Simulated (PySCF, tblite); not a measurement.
# C6H13ClSi: geometry, infrared bands and NMR shifts

What infrared bands and NMR shifts should C6H13ClSi (`C/C=C(\Cl)C(C)(C)[SiH3]`) show?

The runs use tblite 0.8.0 and PySCF 2.14.0, with density-fitted response routines of our own; the level of theory stands in each step. All values are computed, except where a source is named. Atoms count from 0, in the outputs and in this text.

### Step 1. The starting structure

21 atoms, charge 0, multiplicity 1; geometry from: force field or distance geometry start.

Bonds of the start (Å): C0–C1 1.51, C1–C2 1.33, C2–Cl3 1.76, C2–C4 1.51, C4–C5 1.52, C4–C6 1.54, C4–Si7 1.84, C0–H8 1.11, C0–H9 1.12, C0–H10 1.09, C1–H11 1.07, C5–H12 1.10, C5–H13 1.09, C5–H14 1.11, C6–H15 1.11, C6–H16 1.11, C6–H17 1.11, Si7–H18 1.47, Si7–H19 1.49, Si7–H20 1.49.

### Step 2. Optimising the geometry with GFN2-xTB

Job settings and geometry (Å):

```
{"job": {"kind": "relax", "xc": "GFN2-xTB", "basis": "xTB"}, "charge": 0, "multiplicity": 1}
C      2.888100     0.481300     0.736900
C      1.499900     0.715100     0.194800
C      0.683100    -0.336700     0.258400
Cl     1.189900    -1.885100     0.912500
C     -0.736600    -0.219300    -0.247400
C     -0.885800    -1.233900    -1.363700
C     -0.965700     1.185900    -0.844200
Si    -1.934400    -0.418800     1.134500
H      3.105200    -0.609300     0.671400
H      2.945600     0.719400     1.825000
H      3.628800     1.020100     0.143500
H      1.216500     1.674000    -0.194600
H     -1.785300    -1.006300    -1.954600
H     -0.961400    -2.267700    -1.010900
H      0.000200    -1.100200    -2.015400
H     -2.001800     1.270900    -1.241700
H     -0.203200     1.391400    -1.624900
H     -0.879800     1.868000     0.028900
H     -2.271700    -1.822000     1.430000
H     -1.377000     0.239800     2.349200
H     -3.163600     0.350500     0.811900
```

Started as:

```bash
OMP_NUM_THREADS=1 python probes_run.py task.json out
```

One launch serves the whole session: the jobs run in the order shown.

**Question.** This job is followed by: GFN2-xTB harmonic vibrations, gas phase; GIAO PBE0/pcSseg-1 NMR shielding, non-relativistic, gas phase. Predict these results of the whole session: strongest single infrared mode (GFN2-xTB); zero-point energy (GFN2-xTB); 13C shifts against TMS (PBE0/pcSseg-1, means over atoms taken as alike); 1H shifts against TMS (PBE0/pcSseg-1, means over atoms taken as alike); 35Cl shifts against HCl (PBE0/pcSseg-1); 29Si shifts against TMS (PBE0/pcSseg-1); surface potential, 1st and 99th percentile.

**Answer**, as computed:

| quantity | value |
| --- | --- |
| strongest single infrared mode (GFN2-xTB) | 2248 cm⁻¹, 411 km/mol |
| zero-point energy (GFN2-xTB) | 105.0 kcal/mol |
| 13C shifts against TMS (PBE0/pcSseg-1, means over atoms taken as alike) | 156.0, 122.0, 35.0, 27.7, 18.1 ppm |
| 1H shifts against TMS (PBE0/pcSseg-1, means over atoms taken as alike) | 5.59, 3.92, 2.05, 1.32 ppm |
| 35Cl shifts against HCl (PBE0/pcSseg-1) | 219 ppm |
| 29Si shifts against TMS (PBE0/pcSseg-1) | -48.4 ppm |
| surface potential, 1st and 99th percentile | -0.58 V and 0.84 V |

What this shows: Relaxing lowered the energy by 0.609 eV in 120 steps; the close pair that moved most is C4–Si7, from 1.840 to 1.930 Å. All 57 modes are real, so the xTB geometry is a minimum. The strongest single mode, at 2248 cm⁻¹, moves mainly H20. GFN2-xTB is a fitted tight-binding method: band positions and strengths are rough. Its intensities can rank the bands wrongly. The most deshielded hydrogen is H11 (hydrogen on an alkene CH), at 5.59 ppm: olefinic region. At PBE0/pcSseg-1: The widest tensor belongs to Cl3: span 384 ppm, with a paramagnetic part of -419 ppm.
